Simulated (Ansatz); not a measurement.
# Ca, space group Pm-3m: a series of slab calculations

With Ansatz 0.2.0 through its Python package.

Interactive session:
```pycon
>>> import ansatz as az
>>> from ase import Atoms
>>> from ase.build import surface
>>> import numpy as np
>>> import pandas as pd
>>> atoms = Atoms(
...     ["Ca"],
...     scaled_positions=[
...         (0.0, 0.0, 0.0),
...     ],
...     cell=[
...         (2.615, 0.0, 0.0),
...         (0.0, 2.615, 0.0),
...         (0.0, 0.0, 2.615),
...     ],
...     pbc=True,
... )
>>> rows = []
>>> for value in [2, 3, 4, 5]:
...     slab = surface(atoms, (0, 1, 0), value, vacuum=6.0)
...     slab.pbc = True
...     model = (
...         az.Crystal.from_ase(slab).calculation()
...         .functional("lda")
...         .basis(35 * az.Ry)
...         .accuracy("low")
...         .occupations("Gaussian", width=0.1)
...         .kpoints(7, 7, 1)
...         .electric_field(axis=3, dipole_correction=True)
...     )
...     summary = model.run().report
...     face = summary["work_function"]
...     rows.append((value, len(slab), summary["free_energy_ev"], face["dipole_moment_e_ang"], face.get("phi_plus_ev"), face.get("phi_minus_ev")))
...
RunWarning: efield: at this solve's end the planar-averaged density reaches 1.81e-4 e/Å³ inside the ramp window [0.8816, 0.1184] (bound 1e-5 e/Å³); the window's nearer edge stands 4.27 Å from this solve's nearest atom along the axis. Its work functions, free energy, forces, stress, dipole, levels and responses can be [...]
>>> print(pd.DataFrame(rows, columns=["layers", "atoms", "F (eV)", "dipole (e A)", "phi upper (eV)", "phi lower (eV)"]).round(4).to_string(index=False))
 layers  atoms     F (eV)  dipole (e A)  phi upper (eV)  phi lower (eV)
      2      2 -3541.2199        0.0000          3.9242          3.9259
      3      3 -5312.2184        0.0001          3.8817          3.8854
      4      4 -7083.2241        0.0000          3.9204          3.9229
      5      5 -8854.2498       -0.0000          3.9646          3.9645
>>> slope, intercept = np.polyfit([row[1] for row in rows[1:]], [row[2] for row in rows[1:]], 1)
>>> area = np.linalg.norm(np.cross(slab.cell[0], slab.cell[1]))
>>> print(f"bulk {slope:.4f} eV/atom, mean surface energy {intercept / (2 * area) * 16.02177:.3f} J/m^2")
bulk -1771.0157 eV/atom, mean surface energy 0.975 J/m^2
```

Reading the output:
- The settings weren't tested for convergence.
- The density doesn't vanish in the vacuum (a short gap or a low cutoff), which blurs the vacuum level.
- For a metal this k-point mesh is coarse: on a finer one energies can move by several to tens of meV an atom and pressures by half a GPa or more, differences at one mesh by less.
- This isn't the structure that Ca takes at ambient conditions.
- Warnings are shown shortened and without file and line.
- The slabs are thin, unrelaxed cuts of the structure as given, on a modest mesh, so the surface energy isn't converged; Miller indices refer to the cell as typed, and unlike faces give only a mean.
- Hardware and time: 13 s on 1 thread of Intel(R) Xeon(R) Platinum 8488C (Sapphire Rapids) (shared host), peak memory 0.49 GiB.

(Lines on the test bed's own set-up are left out of the output.)
